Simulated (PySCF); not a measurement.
# C2H10O2Si2W (WO2(CH2SiH3)2): the cost of one run

Programs: PySCF 2.14.0, with density-fitted response routines of our own. Each step states its level of theory. These are calculated values for one molecule in the gas phase, unless marked as measured. Atoms count from 0, in the outputs and in this text.

### Step 1. The molecule as given

17 atoms, charge 0, multiplicity 1; geometry from: GFN2-xTB. The atoms were then displaced at random by about 0.03 Å, so the start is not that level's minimum.

Bonds of the start (Å): W0–O1 1.68, W0–O2 1.61, W0–C3 2.21, W0–C10 2.15, C3–Si4 1.82, C3–H5 1.12, C3–H6 1.17, Si4–H7 1.51, Si4–H8 1.45, Si4–H9 1.48, C10–Si11 1.94, C10–H12 1.14, C10–H13 1.10, Si11–H14 1.48, Si11–H15 1.48, Si11–H16 1.46.

### Step 2. Optimising the geometry at PBE0-D3(BJ)/def2-SVP

Job settings and geometry (Å):

```
{"job": {"xc": "PBE0", "basis": "def2-SVP", "d3": "d3bj", "grid": 1, "maxiter": 40, "shake": 0.03, "kind": "geom"}, "charge": 0, "multiplicity": 1}
W      0.288650    -0.119450    -0.029490
O      0.200730    -0.096930     1.643820
O      1.561260    -0.016240    -1.017280
C     -0.752320     1.754440    -0.562050
Si     0.542060     2.791820     0.176540
H     -0.989990     2.050300    -1.613190
H     -1.764560     1.978070    -0.029320
H      0.766740     2.651660     1.660670
H      1.848350     2.716740    -0.438970
H      0.179620     4.228830     0.091620
C     -0.951440    -1.766640    -0.626740
Si     0.271120    -2.780070     0.490860
H     -2.047090    -1.864960    -0.342230
H     -0.908870    -2.112430    -1.668840
H      1.675760    -2.346310     0.645180
H     -0.360860    -2.977040     1.813000
H      0.412320    -4.092380    -0.133330
```

Run with:

```sh
$ OMP_NUM_THREADS=1 python probes_run.py task.json out
```

The driver reads the jobs from task.json and runs them one after another.

Q: Estimate the wall time and peak memory of this first job on 1 thread of Intel Xeon at 2.70GHz, shared host.

About 11 min, with a peak of 0.74 GiB.
